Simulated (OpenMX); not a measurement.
# GeW in OpenMX: the effect of biaxial strain

GeW:

```xyz
2
Lattice="0.0000 2.4745 2.5776 2.4745 0.0000 2.5776 2.4745 2.4745 0.0000" Properties=species:S:1:pos:R:3 pbc="T T T"
Ge    2.4745    2.4745    2.5776
W     0.0000    0.0000    0.0000
```

The cell was built by a generator and needn't be a form met in nature.

Alike in all runs:

| Item | Value |
| --- | --- |
| Program | OpenMX 3.8.5 |
| Task | band structure |
| Functional | PBE |
| Potentials or basis | OpenMX 2013 PBE set, Ge7.0-s3p2d2, W7.0-s3p2d2f1, grid cutoff 400 Ry |
| k mesh | 7 × 7 × 7 |
| Occupations | fermi-dirac, width 0.05 eV |
| Spin | no spin polarisation |

| biaxial strain | pressure (GPa) |
| --- | --- |
| -4 % | 21.1 |
| -2 % | ? |
| 0 % | 2.6 |
| 2 % | -4.0 |
| 4 % | -8.8 |

Q: What does the run with biaxial strain -2 % give?

A: Pressure 11.3 GPa.

Worked out: A parabola through the other rows of the pressure, of slope -4.63 GPa per % there, gives 11.0 GPa, against the run's 11.3.

Caveats: the basis of atomic orbitals isn't converged, which shifts pressures, moduli and gaps.
